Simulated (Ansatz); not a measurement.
# B2Cl2H6N2: how energies converge with the basis set

Aim: see how fast density functionals converge with the basis set for B2Cl2H6N2.

Program: Ansatz 0.2.0, Gaussian basis. Level of theory: one geometry, several basis sets. These are calculated values, not measurements.

The runs, in order: PBE0-D4/def2-SVP; ωB97M-V/def2-SVP; PBE0-D4/def2-QZVPP; ωB97M-V/def2-QZVPP; the functionals' def2-TZVPP values are taken from earlier runs.

**1. Structure used throughout**

All runs share one geometry, relaxed beforehand with PBE0-D4 in a triple-zeta def2 set.

12 atoms, charge 0, spin multiplicity 1.

Atoms are counted from 1 here; the program's logs count them from 0.

Bond lengths: Cl1–B2 1.826 Å, B2–N3 1.588 Å, B2–N6 1.588 Å, B2–H7 1.198 Å, N3–B4 1.588 Å, N3–H8 1.015 Å, N3–H9 1.011 Å, B4–Cl5 1.826 Å, B4–N6 1.588 Å, B4–H10 1.198 Å, N6–H11 1.011 Å, N6–H12 1.015 Å. Angles: Cl1–B2–N3 112.8°, Cl1–B2–N6 112.8°, Cl1–B2–H7 114.1°, N3–B2–N6 91.4°, N3–B2–H7 111.9°, N6–B2–H7 111.9°, B2–N3–B4 87.1°, B2–N3–H8 113.3°, B2–N3–H9 116.5°, B4–N3–H8 113.3°, B4–N3–H9 116.5°, H8–N3–H9 108.9°, N3–B4–Cl5 112.8°, N3–B4–N6 91.4°, N3–B4–H10 111.9°, Cl5–B4–N6 112.8°, Cl5–B4–H10 114.1°, N6–B4–H10 111.9° and more.

**2. PBE0-D4 in def2-SVP**

File in.yaml:

```yaml
crystal:
  periodic: [false, false, false]
  atoms:
    - {symbol: Cl, position_ang: [-1.077387, -2.043931, -1.225634]}
    - {symbol: B, position_ang: [-0.533829, -0.961153, 0.139943]}
    - {symbol: N, position_ang: [0.998326, -0.557989, 0.032652]}
    - {symbol: B, position_ang: [0.530116, 0.949519, 0.205206]}
    - {symbol: Cl, position_ang: [1.202894, 2.051082, -1.085761]}
    - {symbol: N, position_ang: [-0.984116, 0.548961, -0.055959]}
    - {symbol: H, position_ang: [-0.812246, -1.372509, 1.230020]}
    - {symbol: H, position_ang: [1.402132, -0.751725, -0.878266]}
    - {symbol: H, position_ang: [1.612484, -0.924370, 0.747147]}
    - {symbol: H, position_ang: [0.701138, 1.345270, 1.322852]}
    - {symbol: H, position_ang: [-1.664977, 0.905648, 0.600648]}
    - {symbol: H, position_ang: [-1.297735, 0.755796, -0.998947]}
basis:
  gaussian: {orbitals: def2-SVP}
hamiltonian: {xc: pbe0, dispersion: d4}
output: {orbitals: {seedname: orbitals}}
```

The run is started by

```bash
> ansatz run in.yaml --threads 4 --pin off --events-out ev --progress --plain --max-ram 11315MiB
```

The runs that follow: ωB97M-V in def2-SVP; PBE0-D4 in def2-QZVPP; ωB97M-V in def2-QZVPP.

Q: Predict the results of all the runs planned. Wanted: PBE0-D4: double and triple zeta above quadruple; ωB97M-V: double and triple zeta above quadruple.

**Answer**, as computed:

```
                                       quantity           value
PBE0-D4: double and triple zeta above quadruple  14.37, 0.98 eV
ωB97M-V: double and triple zeta above quadruple  14.42, 0.93 eV
```

What this shows: PBE0-D4 gains 13.39 eV from double to triple zeta, then 0.98 eV more. These are total energies; as a rule much of such shifts cancels in differences, which this series doesn't test. The LUMO of ωB97M-V is positive and keeps falling with the basis (2.97 to 1.14 eV): an unbound level that the basis holds in place.
